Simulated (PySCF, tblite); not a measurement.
# octafluorocyclobutane (C4F8): geometry, infrared bands, NMR shifts, spin-spin couplings and electronic excitations

Aim: predict the infrared bands, NMR shifts, spin-spin couplings and electronic excitations of octafluorocyclobutane (C4F8) (`FC1(F)C(F)(F)C(F)(F)C1(F)F`).

Computed with tblite 0.8.0 and PySCF 2.14.0, with density-fitted response routines of our own, on a single molecule in the gas phase. Atoms are numbered from 0 throughout.

### Step 1. Starting geometry

12 atoms, charge 0, multiplicity 1; geometry from: force field or distance geometry start.

Bonds of the start (Å): F0–C1 1.34, C1–F2 1.35, C1–C3 1.56, C3–F4 1.34, C3–F5 1.36, C3–C6 1.55, C6–F7 1.36, C6–F8 1.35, C6–C9 1.56, C9–F10 1.36, C9–F11 1.36, C9–C1 1.56.

### Step 2. Geometry optimisation with GFN2-xTB

Job settings and geometry (Å):

```
{"job": {"kind": "relax", "xc": "GFN2-xTB", "basis": "xTB"}, "charge": 0, "multiplicity": 1}
F     -1.409600     0.778000    -1.310800
C     -1.012700     0.386800    -0.088400
F     -2.046900     0.592000     0.757800
C      0.363700     0.946300     0.379500
F      0.719500     2.147800    -0.100600
F      0.539200     1.014000     1.728900
C      0.992000    -0.296500    -0.311400
F      2.103300    -0.816300     0.283000
F      1.303600    -0.149000    -1.620000
C     -0.354100    -1.023400    -0.004300
F     -0.766500    -1.926600    -0.933900
F     -0.430300    -1.653600     1.194100
```

Started as:

```console
> OMP_NUM_THREADS=2 python probes_run.py task.json out
```

This one command runs all jobs of the session in turn.

Standard output:

```text
step      E/eV     max force
  0   -1261.33285    1.949
  1   -1261.48341    0.636
  2   -1261.53075    0.462
  3   -1261.56005    0.198
  4   -1261.56193    0.139
  5   -1261.56399    0.126
  6   -1261.56549    0.129
  7   -1261.56717    0.101
  8   -1261.56856    0.111
  9   -1261.56998    0.114
 10   -1261.57177    0.140
 11   -1261.57501    0.211
 12   -1261.58153    0.265
 13   -1261.59448    0.302
 14   -1261.60388    0.375
 15   -1261.60772    0.106
 16   -1261.60902    0.102
 17   -1261.61079    0.099
 18   -1261.61207    0.096
 19   -1261.61370    0.091
 20   -1261.61448    0.070
 21   -1261.61521    0.065
 22   -1261.61568    0.069
 23   -1261.61612    0.068
 24   -1261.61645    0.055
 25   -1261.61675    0.052
 26   -1261.61701    0.047
 27   -1261.61727    0.043
 28   -1261.61748    0.039
 29   -1261.61759    0.045
 30   -1261.61768    0.046
 31   -1261.61775    0.023
 32   -1261.61778    0.011
 33   -1261.61780    0.008
```

Wall time 0.19 s (2 threads of AMD EPYC 9R14, shared host).

Step by step: (not every step is listed)

| step | energy from step 0 (eV) | largest force (eV/Å) |
| --- | --- | --- |
| 0 | 0.0000 | 1.9494 |
| 1 | -0.1506 | 0.6362 |
| 2 | -0.1979 | 0.4620 |
| 3 | -0.2272 | 0.1978 |
| 4 | -0.2291 | 0.1387 |
| 5 | -0.2311 | 0.1262 |
| 6 | -0.2326 | 0.1287 |
| 7 | -0.2343 | 0.1006 |
| 8 | -0.2357 | 0.1111 |
| 10 | -0.2389 | 0.1405 |
| 12 | -0.2487 | 0.2646 |
| 14 | -0.2710 | 0.3745 |
| 16 | -0.2762 | 0.1019 |
| 18 | -0.2792 | 0.0965 |
| 20 | -0.2816 | 0.0700 |
| 22 | -0.2828 | 0.0686 |
| 24 | -0.2836 | 0.0548 |
| 26 | -0.2842 | 0.0472 |
| 28 | -0.2846 | 0.0388 |
| 29 | -0.2847 | 0.0452 |
| 30 | -0.2848 | 0.0458 |
| 31 | -0.2849 | 0.0229 |
| 32 | -0.2849 | 0.0106 |
| 33 | -0.2849 | 0.0084 |

Close pairs (by a distance rule), those that changed most:

| bond | before (Å) | after (Å) | change (Å) |
| --- | --- | --- | --- |
| C6–F7 | 1.363 | 1.333 | -0.031 |
| C9–F10 | 1.360 | 1.333 | -0.027 |
| C3–F5 | 1.362 | 1.336 | -0.027 |
| C9–F11 | 1.356 | 1.336 | -0.020 |
| C1–F2 | 1.352 | 1.333 | -0.019 |
| C6–F8 | 1.353 | 1.336 | -0.017 |
| C3–C6 | 1.555 | 1.568 | +0.013 |
| C1–C3 | 1.558 | 1.568 | +0.011 |

The end geometry stands in the next job.

### Step 3. Vibrational analysis with GFN2-xTB

Job settings and geometry (Å):

```
{"job": {"kind": "ir", "xc": "GFN2-xTB", "basis": "xTB"}, "charge": 0, "multiplicity": 1}
F     -1.696766     0.821363    -1.006482
C     -1.043309     0.365600     0.065655
F     -1.856643     0.446292     1.118257
C      0.373494     1.010905     0.254195
F      0.640119     2.050575    -0.535874
F      0.634985     1.361749     1.516285
C      1.039780    -0.344337    -0.167833
F      1.925830    -0.840391     0.695225
F      1.606023    -0.305931    -1.377025
C     -0.369482    -1.032217    -0.160154
F     -0.708957    -1.656660    -1.287551
F     -0.543877    -1.877634     0.859274
```

Standard output:

```text
mode    cm-1     km/mol
  1      15.4      0.00
  2     149.7      0.03
  3     149.8      0.03
  4     151.8     15.08
  5     177.7      0.00
  6     247.4      0.00
  7     255.0      0.00
  8     272.0      7.15
  9     272.1      7.17
 10     315.6      0.90
 11     341.4      0.00
 12     423.2      2.43
 13     423.3      2.45
 14     504.1     66.53
 15     504.4     66.55
 16     558.9      0.00
 17     594.0      0.03
 18     677.3      0.00
 19     767.5      0.00
 20     887.0    172.57
 21     887.3    172.56
 22     975.7      0.00
 23    1134.5      0.71
 24    1134.7      0.69
 25    1146.5    705.38
 26    1179.8      0.00
 27    1193.5     16.69
 28    1205.1    169.52
 29    1205.4    169.86
 30    1291.7      0.00
```

It took 0.36 s on 2 threads of AMD EPYC 9R14, shared host.

The strongest bands and the atoms that carry them (share of the mass-weighted mode):

| cm⁻¹ | km/mol | atoms |
| --- | --- | --- |
| 504 | 66.5 | F5 20 %, F11 20 %, F4 15 %, F10 15 % |
| 504 | 66.5 | F8 20 %, F0 20 %, F7 15 %, F2 15 % |
| 887 | 172.6 | C1 23 %, C6 23 % |
| 887 | 172.6 | C9 23 %, C3 23 % |
| 1146 | 705.4 | C3 17 %, C6 17 %, C9 17 %, C1 17 % |
| 1194 | 16.7 | C3 20 %, C6 20 %, C9 19 %, C1 19 % |
| 1205 | 169.5 | C9 33 %, C3 33 % |
| 1205 | 169.9 | C1 33 %, C6 33 % |

### Step 4. Relaxing the molecule at PBE0-D3(BJ)/def2-SVP

Job settings and geometry (Å):

```
{"job": {"xc": "PBE0", "basis": "def2-SVP", "d3": "d3bj", "grid": 1, "shake": 0.01, "kind": "geom"}, "charge": 0, "multiplicity": 1}
F     -1.676360     0.795810    -1.002300
C     -1.048990     0.361070     0.063500
F     -1.876840     0.443970     1.109600
C      0.406720     1.013160     0.250670
F      0.637310     2.043890    -0.546430
F      0.631080     1.366570     1.513900
C      1.049360    -0.346340    -0.167590
F      1.941290    -0.834940     0.690170
F      1.604190    -0.300530    -1.357670
C     -0.372180    -1.034650    -0.150130
F     -0.717820    -1.659580    -1.278730
F     -0.538070    -1.876720     0.865980
```

Standard output:

```text
step   0  E = -949.47889106  max force = 0.026356
step   1  E = -949.47352425  max force = 0.020417
step   2  E = -949.48091468  max force = 0.007051
step   3  E = -949.48221770  max force = 0.001907
step   4  E = -949.48229604  max force = 0.001912
step   5  E = -949.48232683  max force = 0.001265
step   6  E = -949.48235028  max force = 0.000507
step   7  E = -949.48236450  max force = 0.000802
step   8  E = -949.48238932  max force = 0.001354
step   9  E = -949.48243035  max force = 0.001931
step  10  E = -949.48246869  max force = 0.002123
step  11  E = -949.48249556  max force = 0.001314
step  12  E = -949.48251029  max force = 0.000119
optimisation converged
```

Wall time 78 s (2 threads of AMD EPYC 9R14, shared host); peak memory 0.75 GiB.

Step by step: (the energy doesn't fall at every step)

| step | energy from step 0 (eV) | largest force component (eV/Å) |
| --- | --- | --- |
| 0 | 0.0000 | 1.3553 |
| 1 | 0.1460 | 1.0499 |
| 2 | -0.0551 | 0.3626 |
| 3 | -0.0905 | 0.0981 |
| 4 | -0.0927 | 0.0983 |
| 5 | -0.0935 | 0.0650 |
| 6 | -0.0941 | 0.0261 |
| 7 | -0.0945 | 0.0412 |
| 8 | -0.0952 | 0.0696 |
| 9 | -0.0963 | 0.0993 |
| 10 | -0.0974 | 0.1092 |
| 11 | -0.0981 | 0.0676 |
| 12 | -0.0985 | 0.0061 |

Close pairs (by a distance rule), those that changed most:

| bond | before (Å) | after (Å) | change (Å) |
| --- | --- | --- | --- |
| C1–C3 | 1.606 | 1.559 | -0.048 |
| C6–C9 | 1.580 | 1.559 | -0.021 |
| F0–C1 | 1.311 | 1.331 | +0.020 |
| C6–F8 | 1.314 | 1.332 | +0.018 |
| C1–F2 | 1.337 | 1.324 | -0.013 |
| C9–F10 | 1.336 | 1.324 | -0.012 |
| C1–C9 | 1.566 | 1.558 | -0.007 |
| C6–F7 | 1.330 | 1.324 | -0.007 |

The final coordinates are the input of the step that follows.

| at the end point | value |
| --- | --- |
| point group (found at 0.08 Å tolerance) | D2d |
| rotational constants (GHz, main isotopes) | 1.074, 1.073, 0.881 |
| dipole moment (D) | 0.00 |

### Step 5. NMR shieldings: PBE0/pcSseg-1

Job settings and geometry (Å):

```
{"job": {"kind": "nmr", "xc": "PBE0", "basis": "pcSseg-1"}, "charge": 0, "multiplicity": 1}
F      0.361792    -0.930699    -1.812072
C      0.296085    -0.944954    -0.482401
F      0.611140    -2.141038    -0.010597
C     -1.041718    -0.336195     0.035982
F     -2.033784    -0.290900    -0.839326
F     -1.438591    -0.909354     1.170204
C     -0.299644     1.010061     0.296291
F     -0.523055     1.578433     1.470862
F     -0.494480     1.880361    -0.692448
C      1.058753     0.259954     0.146112
F      1.961495     0.841974    -0.627984
F      1.582286    -0.052417     1.329761
```

Method: GIAO PBE0/pcSseg-1 NMR shielding, non-relativistic, gas phase.

Standard output:

```text
coarse grid: 13032 points
cycle   1  E = -949.7106075414  dE =  2.495e+00  |g| = 1.346e+00  |ddm| = 3.690e+00
cycle   2  E = -949.1457372549  dE =  5.649e-01  |g| = 2.377e+00  |ddm| = 2.077e+00
cycle   3  E = -950.0051425886  dE = -8.594e-01  |g| = 6.780e-02  |ddm| = 1.403e+00
cycle   4  E = -950.0057848724  dE = -6.423e-04  |g| = 2.876e-02  |ddm| = 5.664e-02
cycle   5  E = -950.0058745992  dE = -8.973e-05  |g| = 1.469e-02  |ddm| = 2.075e-02
cycle   6  E = -950.0059044393  dE = -2.984e-05  |g| = 9.784e-04  |ddm| = 8.395e-03
cycle   7  E = -950.0059045774  dE = -1.381e-07  |g| = 3.014e-04  |ddm| = 8.721e-04
final grid: 137664 points
cycle   8  E = -950.1249439148  dE = -6.686e-05  |g| = 7.144e-03  |ddm| = 3.673e-02
cycle   9  E = -950.1249312751  dE =  1.264e-05  |g| = 1.178e-02  |ddm| = 1.136e-02
cycle  10  E = -950.1249526852  dE = -2.141e-05  |g| = 3.220e-04  |ddm| = 6.390e-03
cycle  11  E = -950.1249527017  dE = -1.649e-08  |g| = 1.575e-04  |ddm| = 3.797e-04
cycle  12  E = -950.1249527052  dE = -3.539e-09  |g| = 4.577e-05  |ddm| = 1.362e-04
cycle  13  E = -950.1249527055  dE = -2.801e-10  |g| = 1.082e-05  |ddm| = 3.621e-05
converged SCF energy = -950.1249527055

GIAO shielding tensors (ppm)
atom      isotropic    diamagn.    paramagn.     s11        s22        s33       span
  0 F      330.453     470.227    -139.774    258.805    338.476    394.079    135.275
  1 C       68.633     246.903    -178.270     57.516     68.703     79.679     22.163
  2 F      329.764     468.732    -138.969    263.799    344.208    381.283    117.484
  3 C       68.554     246.856    -178.301     57.456     68.755     79.451     21.995
  4 F      329.580     468.755    -139.175    263.766    343.917    381.057    117.291
  5 F      330.488     470.226    -139.737    258.895    338.534    394.035    135.141
  6 C       68.542     246.815    -178.273     57.464     68.609     79.553     22.089
  7 F      329.588     468.750    -139.162    263.664    344.093    381.007    117.343
  8 F      330.316     470.232    -139.917    258.583    338.480    393.884    135.301
  9 C       68.552     246.902    -178.349     57.433     68.776     79.448     22.014
 10 F      329.542     468.744    -139.202    263.678    344.067    380.880    117.202
 11 F      330.495     470.231    -139.736    258.939    338.392    394.154    135.214
```

Run time: 14 s. Hardware: 2 threads of AMD EPYC 9R14, shared host; peak memory 1.6 GiB.

The references, computed at this level on geometries of the same kind, shield at (ppm): ¹³C TMS 184.4, ¹⁹F CFCl3 177.2. Their shielding less the atom's gives the shift. The references are single molecules in the gas phase, so shifts against H2O, NH3, PH3, H3PO4 or CFCl3 are not on the usual liquid scales and can be off by tens of ppm. Atoms listed in one row are averaged.

| atoms | environment | σ (ppm) | δ (ppm) | δ scaled to CDCl3 |
| --- | --- | --- | --- | --- |
| C1, C3, C6, C9 | fully substituted sp3 carbon bonded to 2 F | 68.6 | 115.8 | 112.0 |
| F0, F2, F4, F5, F7 and 3 more | fluorine of a CF2 group | 330.0 | -152.8 | – |

The scaled column applies a straight-line fit of computed shieldings to shifts measured in CDCl3; 19F shifts take a fit of their own (root-mean-square error 0.21 ppm for H, 2.0 ppm for C).

Charges from the same density, by scheme (e):

| atoms | Mulliken | IAO | Hirshfeld | ESP fit |
| --- | --- | --- | --- | --- |
| F0, F2, F4, F5, F7 and 3 more | -0.25 | -0.25 | -0.07 | -0.18 |
| C1, C3, C6, C9 | 0.50 | 0.51 | 0.14 | 0.37 |

Mayer bond orders: F0–C1 0.99, C1–F2 0.98, C1–C3 0.90, C3–F4 0.98, C3–F5 0.99, C3–C6 0.90, C6–F7 0.98, C6–F8 0.99, C6–C9 0.90, C9–F10 0.98, C9–F11 0.99, C9–C1 0.91.

Ring of atoms C1, C3, C6, C9: NICS(0) -0.7, NICS(1) -2.1, NICS(1)zz 3.9 ppm (means of both faces). The ring holds saturated atoms, so no π current runs round it: these values come from its σ bonds, any local π bonds and neighbouring rings, and say nothing of aromaticity.

### Step 6. Indirect couplings: B3LYP/pcJ-1

Settings changed since step 5:

```diff
@@ -1,2 +1,2 @@
-{"job": {"kind": "nmr", "xc": "PBE0", "basis": "pcSseg-1"}, "charge": 0, "multiplicity": 1}
+{"job": {"kind": "j", "xc": "B3LYP", "basis": "pcJ-1"}, "charge": 0, "multiplicity": 1}
 F      0.361792    -0.930699    -1.812072
```

With the program's defaults for keys left out, this is: B3LYP/pcJ-1 indirect spin-spin coupling, non-relativistic, gas phase.

Standard output:

```text
coarse grid: 13032 points
cycle   1  E = -950.6850987746  dE =  2.389e+00  |g| = 1.418e+00  |ddm| = 3.562e+00
cycle   2  E = -949.9373577476  dE =  7.477e-01  |g| = 2.684e+00  |ddm| = 2.107e+00
cycle   3  E = -950.9950570739  dE = -1.058e+00  |g| = 7.396e-02  |ddm| = 1.437e+00
cycle   4  E = -950.9957258392  dE = -6.688e-04  |g| = 3.625e-02  |ddm| = 6.565e-02
cycle   5  E = -950.9958728131  dE = -1.470e-04  |g| = 1.891e-02  |ddm| = 2.586e-02
cycle   6  E = -950.9959200952  dE = -4.728e-05  |g| = 8.715e-04  |ddm| = 9.827e-03
cycle   7  E = -950.9959201968  dE = -1.016e-07  |g| = 2.218e-04  |ddm| = 6.794e-04
final grid: 137664 points
cycle   8  E = -951.1038671796  dE = -3.459e-04  |g| = 8.279e-03  |ddm| = 2.219e-02
cycle   9  E = -951.1038530222  dE =  1.416e-05  |g| = 1.266e-02  |ddm| = 1.021e-02
cycle  10  E = -951.1038752174  dE = -2.220e-05  |g| = 7.898e-04  |ddm| = 6.557e-03
cycle  11  E = -951.1038753108  dE = -9.343e-08  |g| = 2.892e-04  |ddm| = 6.889e-04
cycle  12  E = -951.1038753258  dE = -1.494e-08  |g| = 5.674e-05  |ddm| = 2.285e-04
cycle  13  E = -951.1038753261  dE = -3.813e-10  |g| = 1.742e-05  |ddm| = 4.376e-05
converged SCF energy = -951.1038753261

Indirect spin-spin couplings (Hz)
  i      j    bonds     total        FC       PSO       DSO        SD
  0 F    1 C    1   -349.139  -340.831   -20.580     1.564    10.708
  0 F    2 F    2    201.431    31.358    96.728    -0.048    73.393
  0 F    3 C    2     25.365    25.420    -1.245     0.441     0.749
  0 F    4 F    3     -0.364    -1.394     0.691     0.856    -0.517
  0 F    5 F    3    -14.967    -7.316   -23.144    -1.182    16.676
  0 F    6 C    3      5.697     5.134     0.168     0.217     0.177
  0 F    7 F    4      8.881     6.302     3.625    -1.348     0.301
  0 F    8 F    4     -4.622     7.298   -12.921     0.566     0.435
  0 F    9 C    2     25.432    25.493    -1.255     0.441     0.754
  0 F   10 F    3     -0.343    -1.481     0.802     0.853    -0.516
  0 F   11 F    3    -15.104    -7.375   -23.218    -1.183    16.673
  1 C    2 F    1   -368.419  -352.936   -25.851     1.539     8.828
  1 C    4 F    2     25.771    21.381     1.294     0.362     2.733
  1 C    5 F    2     25.485    25.522    -1.244     0.440     0.767
  1 C    7 F    3     19.693    20.998    -1.308    -0.056     0.060
  1 C    8 F    3      5.738     5.175     0.169     0.217     0.177
  1 C   10 F    2     25.792    21.375     1.300     0.361     2.755
  1 C   11 F    2     25.431    25.507    -1.260     0.442     0.741
  2 F    3 C    2     25.777    21.377     1.282     0.360     2.758
  2 F    4 F    3      2.671     3.793   -10.459    -0.699    10.036
  2 F    5 F    3     -0.187    -1.474     0.967     0.850    -0.530
  2 F    6 C    3     19.671    20.977    -1.309    -0.056     0.060
  2 F    7 F    4    -13.205     4.895   -17.634    -0.957     0.491
  2 F    8 F    4      8.881     6.322     3.609    -1.348     0.298
  2 F    9 C    2     25.714    21.317     1.284     0.360     2.752
  2 F   10 F    3      2.764     3.813   -10.372    -0.698    10.021
  2 F   11 F    3     -0.381    -1.476     0.762     0.853    -0.520
  3 C    4 F    1   -368.503  -352.974   -25.896     1.539     8.828
  3 C    5 F    1   -349.754  -341.366   -20.637     1.563    10.687
  3 C    7 F    2     25.803    21.401     1.287     0.361     2.755
  3 C    8 F    2     25.407    25.456    -1.243     0.441     0.753
  3 C   10 F    3     19.747    21.053    -1.311    -0.056     0.061
  3 C   11 F    3      5.677     5.113     0.167     0.219     0.178
  4 F    5 F    2    201.459    31.005    97.128    -0.050    73.377
  4 F    6 C    2     25.714    21.327     1.289     0.361     2.737
  4 F    7 F    3      2.712     3.805   -10.461    -0.700    10.068
  4 F    8 F    3     -0.373    -1.537     0.850     0.853    -0.540
  4 F    9 C    3     19.718    21.018    -1.306    -0.055     0.060
  4 F   10 F    4    -13.151     4.949   -17.618    -0.956     0.473
  4 F   11 F    4      8.961     6.340     3.665    -1.348     0.304
  5 F    6 C    2     25.425    25.457    -1.238     0.440     0.765
  5 F    7 F    3     -0.178    -1.523     1.053     0.849    -0.557
  5 F    8 F    3    -14.921    -7.288   -23.146    -1.182    16.694
  5 F    9 C    3      5.782     5.216     0.171     0.217     0.178
  5 F   10 F    4      8.900     6.365     3.588    -1.348     0.296
  5 F   11 F    4     -4.706     7.302   -12.960     0.566     0.386
  6 C    7 F    1   -368.817  -353.239   -25.922     1.538     8.807
  6 C    8 F    1   -349.464  -341.129   -20.604     1.562    10.706
  6 C   10 F    2     25.722    21.311     1.297     0.360     2.754
  6 C   11 F    2     25.451    25.521    -1.250     0.441     0.739
  7 F    8 F    2    201.451    31.540    96.520    -0.048    73.439
  7 F    9 C    2     25.683    21.283     1.290     0.360     2.750
  7 F   10 F    3      2.866     3.829   -10.356    -0.700    10.093
  7 F   11 F    3     -0.322    -1.537     0.926     0.850    -0.561
  8 F    9 C    2     25.464    25.520    -1.247     0.441     0.750
  8 F   10 F    3     -0.308    -1.586     0.969     0.850    -0.540
  8 F   11 F    3    -15.067    -7.318   -23.258    -1.182    16.691
  9 C   10 F    1   -368.928  -353.379   -25.910     1.538     8.823
  9 C   11 F    1   -349.342  -341.049   -20.575     1.563    10.719
 10 F   11 F    2    201.722    30.960    97.373    -0.050    73.439
```

Run time: 62 s. Hardware: 2 threads of AMD EPYC 9R14, shared host; peak memory 1.4 GiB.

A choice of the couplings up to four bonds, sorted by the number of bonds, with means over like pairs; isotopes 13C, 19F:

| pair | bonds | J (Hz) | Fermi contact (Hz) |
| --- | --- | --- | --- |
| F0–C1 | 1 | -359.0 | -347.1 |
| F0–F2 | 2 | 201.5 | 31.2 |
| F0–C3 | 2 | 25.6 | 23.4 |
| F0–C6 | 3 | 12.7 | 13.1 |
| F0–F5 | 3 | -6.1 | -1.8 |
| F0–F8 | 4 | -8.9 | 6.1 |
| F0–F7 | 4 | 8.9 | 6.3 |

Where two rows join the same classes of atoms, they are different kinds of pair (such as cis and trans), each a mean over its own pairs alone.

Means hide unlike values in this fixed geometry: F0–C6 from 5.7 to 19.7 Hz; F0–F5 from -15.1 to 2.9 Hz; F0–F8 from -13.2 to -4.6 Hz. They hold only if the pairs exchange fast.

The response was solved for the nuclei of F alone, so couplings that need other nuclei can be missing.

[end of part 1 of 2]
